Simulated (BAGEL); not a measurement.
# HF/cc-pVDZ (density fitting with qzvpp-jkfit) run of CH3FGeS (SMILES F[CH]1[S][GeH2]1)

Aim: the energy change on altering one bond length of CH3FGeS at HF/cc-pVDZ (density fitting with qzvpp-jkfit), from 2 runs. 

The results are computed with BAGEL 1.2.2.

8 further runs of the same task are left out: 7 that didn't finish, 1 set aside as unsound or not needed.

### Step 1. The system as given

The species is CH3FGeS (7 atoms), meant as a singlet with charge 0. As SMILES, `F[CH]1[S][GeH2]1`. Geometry: relaxed at PBE0-D4/def2-TZVP.

Bond lengths: F1–C2 1.364 Å, C2–S3 1.820 Å, C2–Ge4 1.943 Å, S3–Ge4 2.204 Å, C2–H5 1.087 Å, Ge4–H6 1.527 Å, Ge4–H7 1.525 Å. Some angles: F1–C2–S3 115.4°, F1–C2–Ge4 118.9°, S3–C2–Ge4 71.6°, C2–S3–Ge4 56.8°, C2–Ge4–S3 51.6°, F1–C2–H5 110.0°, S3–C2–H5 114.3°, Ge4–C2–H5 121.6°, C2–Ge4–H6 121.4°, C2–Ge4–H7 117.7°.

### Step 2. A single-point energy at HF/cc-pVDZ (density fitting with qzvpp-jkfit)

Contents of input.json:

```json
{ "bagel" : [

{
  "title" : "molecule",
  "basis" : "cc-pvdz.json",
  "df_basis" : "qzvpp-jkfit",
  "angstrom" : true,
  "geometry" : [
    { "atom" : "F", "xyz" : [   -0.249100,   -0.099400,   -1.988100 ] },
    { "atom" : "C", "xyz" : [   -0.596800,   -0.308400,   -0.686300 ] },
    { "atom" : "S", "xyz" : [    0.265900,   -1.680400,    0.141800 ] },
    { "atom" : "Ge", "xyz" : [    0.527900,    0.431200,    0.715500 ] },
    { "atom" : "H", "xyz" : [   -1.678800,   -0.337800,   -0.591600 ] },
    { "atom" : "H", "xyz" : [   -0.054800,    0.853200,    2.062900 ] },
    { "atom" : "H", "xyz" : [    1.846800,    1.073600,    0.300000 ] }
  ]
},
{ "title" : "hf", "charge" : 0 },
{ "title" : "print", "file" : "orbitals.molden", "orbitals" : true }

]}
```

The basis set cc-pVDZ is read from a file made from the Basis Set Exchange's data (not shown).

Launch:

```console
$ BAGEL_NUM_THREADS=1 BAGEL input.json > input.out
```

What it wrote:

```text
* using 1 threads per process

  ===============================================================
  ===============================================================

  *** Geometry ***

  { "atom" : "F", "xyz" : [     -0.470731,     -0.187839,     -3.756965 ] },
  { "atom" : "C", "xyz" : [     -1.127789,     -0.582792,     -1.296919 ] },
  { "atom" : "S", "xyz" : [      0.502478,     -3.175496,      0.267963 ] },
  { "atom" : "Ge", "xyz" : [      0.997586,      0.814850,      1.352099 ] },
  { "atom" : "H", "xyz" : [     -3.172472,     -0.638349,     -1.117962 ] },
  { "atom" : "H", "xyz" : [     -0.103557,      1.612314,      3.898316 ] },
  { "atom" : "H", "xyz" : [      3.489946,      2.028810,      0.566918 ] },

  Number of auxiliary basis functions:      600

  Since a DF basis is specified, we compute 2- and 3-index integrals:
    o Being stored without compression. Storage requirement is 0.037 GB

  Number of basis functions:       88
  Number of electrons      :       66

    * METHOD: MOLECULE                             0.35

  *** RHF ***

  === Nuclear Repulsion ===
   353.2609166561

      * DIIS with orbital gradients will be used.

  === RHF iteration (cc-pvdz.json) ===
      0      -2611.75416137          0.01042780           0.11
      1      -2611.84569770          0.00635539           0.11
      2      -2611.88013396          0.00114235           0.11
      3      -2611.88193984          0.00036195           0.11
      4      -2611.88205976          0.00011108           0.11
      5      -2611.88208163          0.00004157           0.11
      6      -2611.88208457          0.00001385           0.11
      7      -2611.88208490          0.00000466           0.11
      8      -2611.88208493          0.00000188           0.11
      9      -2611.88208494          0.00000095           0.11
     10      -2611.88208494          0.00000028           0.11
     11      -2611.88208494          0.00000012           0.11
     12      -2611.88208494          0.00000005           0.11
     13      -2611.88208494          0.00000002           0.11
     14      -2611.88208494          0.00000001           0.11
    * SCF iteration converged.

    * Permanent dipole moment:
           (    0.137950,    -0.892593,    -0.833075) a.u.

    * METHOD: HF                                   1.84

    * METHOD: PRINT                                0.01

  ===============================================================
```

Run time: 2.4 s. Hardware: 1 thread of Arm Neoverse V2, shared host; peak memory 0.16 GiB.

### Step 3. The distorted shape at the same level

Contents of calc.json:

```json
{ "bagel" : [

{
  "title" : "molecule",
  "basis" : "cc-pvdz.json",
  "df_basis" : "qzvpp-jkfit",
  "angstrom" : true,
  "geometry" : [
    { "atom" : "F", "xyz" : [   -0.196940,   -0.068047,   -2.183390 ] },
    { "atom" : "C", "xyz" : [   -0.596800,   -0.308400,   -0.686300 ] },
    { "atom" : "S", "xyz" : [    0.265900,   -1.680400,    0.141800 ] },
    { "atom" : "Ge", "xyz" : [    0.527900,    0.431200,    0.715500 ] },
    { "atom" : "H", "xyz" : [   -1.678800,   -0.337800,   -0.591600 ] },
    { "atom" : "H", "xyz" : [   -0.054800,    0.853200,    2.062900 ] },
    { "atom" : "H", "xyz" : [    1.846800,    1.073600,    0.300000 ] }
  ]
},
{ "title" : "hf" },
{ "title" : "print", "file" : "orbitals.molden", "orbitals" : true }

]}
```

The basis set cc-pVDZ is read from a file made from the Basis Set Exchange's data (not shown).

Launch:

```console
$ BAGEL_NUM_THREADS=1 BAGEL calc.json > calc.out
```

What it wrote:

```text
* using 1 threads per process

  ===============================================================
  ===============================================================

  *** Geometry ***

  { "atom" : "F", "xyz" : [     -0.372163,     -0.128590,     -4.126009 ] },
  { "atom" : "C", "xyz" : [     -1.127789,     -0.582792,     -1.296919 ] },
  { "atom" : "S", "xyz" : [      0.502478,     -3.175496,      0.267963 ] },
  { "atom" : "Ge", "xyz" : [      0.997586,      0.814850,      1.352099 ] },
  { "atom" : "H", "xyz" : [     -3.172472,     -0.638349,     -1.117962 ] },
  { "atom" : "H", "xyz" : [     -0.103557,      1.612314,      3.898316 ] },
  { "atom" : "H", "xyz" : [      3.489946,      2.028810,      0.566918 ] },

  Number of auxiliary basis functions:      600

  Since a DF basis is specified, we compute 2- and 3-index integrals:
    o Being stored without compression. Storage requirement is 0.037 GB

  Number of basis functions:       88
  Number of electrons      :       66

    * METHOD: MOLECULE                             0.35

  *** RHF ***

  === Nuclear Repulsion ===
   345.6897713876

      * DIIS with orbital gradients will be used.

  === RHF iteration (cc-pvdz.json) ===
      0      -2611.68806987          0.01184071           0.11
      1      -2611.79164919          0.00850830           0.10
      2      -2611.85613868          0.00140685           0.10
      3      -2611.85912344          0.00062820           0.10
      4      -2611.85948813          0.00017326           0.10
      5      -2611.85956009          0.00006625           0.10
      6      -2611.85956782          0.00002552           0.10
      7      -2611.85956900          0.00000654           0.10
      8      -2611.85956908          0.00000306           0.10
      9      -2611.85956910          0.00000165           0.10
     10      -2611.85956910          0.00000051           0.11
     11      -2611.85956910          0.00000022           0.10
     12      -2611.85956910          0.00000009           0.10
     13      -2611.85956910          0.00000003           0.10
     14      -2611.85956910          0.00000001           0.10
     15      -2611.85956910          0.00000001           0.10
    * SCF iteration converged.

    * Permanent dipole moment:
           (    0.118445,    -0.804964,    -1.324803) a.u.

    * METHOD: HF                                   1.88

    * METHOD: PRINT                                0.01

  ===============================================================
```

Wall time 2.4 s (1 thread of Arm Neoverse V2, shared host); peak memory 0.16 GiB.

### Step 4. What came out

At HF/cc-pVDZ (density fitting with qzvpp-jkfit):

| quantity | value |
| --- | --- |
| first shape: total energy | -2611.88208 Eh |
| first shape: dipole moment | 3.12 D |
| first shape: HOMO energy | -9.87 eV |
| first shape: LUMO energy | 2.46 eV |
| first shape: HOMO–LUMO gap | 12.33 eV |
| distorted shape: total energy | -2611.85957 Eh |
| distorted shape: dipole moment | 3.95 D |
| distorted shape: HOMO energy | -10.19 eV |
| distorted shape: LUMO energy | 2.25 eV |
| distorted shape: HOMO–LUMO gap | 12.44 eV |
| energy change with the F1–C2 bond stretched from 1.364 to 1.568 Å | 0.613 eV |

What this shows: With the F1–C2 bond stretched from 1.364 to 1.568 Å the energy rises by 0.61 eV (14.1 kcal/mol). The first shape isn't relaxed at this level, so the change isn't measured from a minimum.
